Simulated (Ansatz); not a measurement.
AlAs, a ladder of basis sets

Computed with Ansatz 0.2.0 through its Python package.

The cells in order, each with its output:

```python
import ansatz as az
from ase import Atoms
```

```python
atoms = Atoms(["Al", "As"], positions=[
    (0.0, 0.0, 0.0),
    (0.0, 0.0, 2.37),
])
system = az.Crystal.molecule_from_ase(atoms)

base = (
    system.calculation()
    .functional("B3LYP")
    .spin("collinear", total=2)
)
```

```python
energies = {}
for basis in ["def2-SVP", "def2-SVPD", "def2-TZVP", "def2-TZVPP"]:
    summary = base.basis(gaussian=basis).run().report
    size = summary["n_frozen"] + summary["n_occupied"][0] + summary["n_virtual"][0]
    energies[basis] = (summary["reference_energy_ev"] / 27.211386246, summary["free_energy_ev"] / 27.211386246)
    print(f"{basis:14s} {size:4d} orbitals  reference {energies[basis][0]:14.6f} Ha  total {energies[basis][1]:14.6f} Ha")
```

    def2-SVP         50 orbitals  reference   -2477.950224 Ha  total   -2477.950224 Ha
    def2-SVPD        62 orbitals  reference   -2477.953391 Ha  total   -2477.953391 Ha
    def2-TZVP        85 orbitals  reference   -2478.314337 Ha  total   -2478.314337 Ha
    def2-TZVPP       90 orbitals  reference   -2478.314360 Ha  total   -2478.314360 Ha

```python
last = energies["def2-TZVPP"][1]
for basis, (_, total) in energies.items():
    print(f"{basis:14s} lies {27.211386 * (total - last):9.4f} eV above def2-TZVPP")
```

    def2-SVP       lies    9.9086 eV above def2-TZVPP
    def2-SVPD      lies    9.8225 eV above def2-TZVPP
    def2-TZVP      lies    0.0006 eV above def2-TZVPP
    def2-TZVPP     lies    0.0000 eV above def2-TZVPP

Against def2-SVP: def2-SVPD -3.2 mHa, def2-TZVP -364.1 mHa and def2-TZVPP -364.1 mHa. The last step alone is -0.02 mHa (these two sets differ little on atoms other than hydrogen). From the first set to the last the time grows from 8.8 to 14.6 s.

Reading the output:
- The drop along the ladder measures the basis error, and is no property of the molecule.
- The geometry is a force-field or estimated start, not a minimum of this method, and the last set is no limit. Much of the fall in a total is atomic energy, which cancels in bond and reaction energies.
- The run takes the species as open-shell (spin multiplicity 3), which needn't be its ground state.
- b3lyp holds the VWN-RPA fit, as in Gaussian; the form of ORCA and Turbomole is b3lyp5.
- The spin state was assumed, and another may lie lower.
- Run time: 52 s on 1 thread of Arm Neoverse V1, with other jobs on the host, peak memory 0.36 GiB.
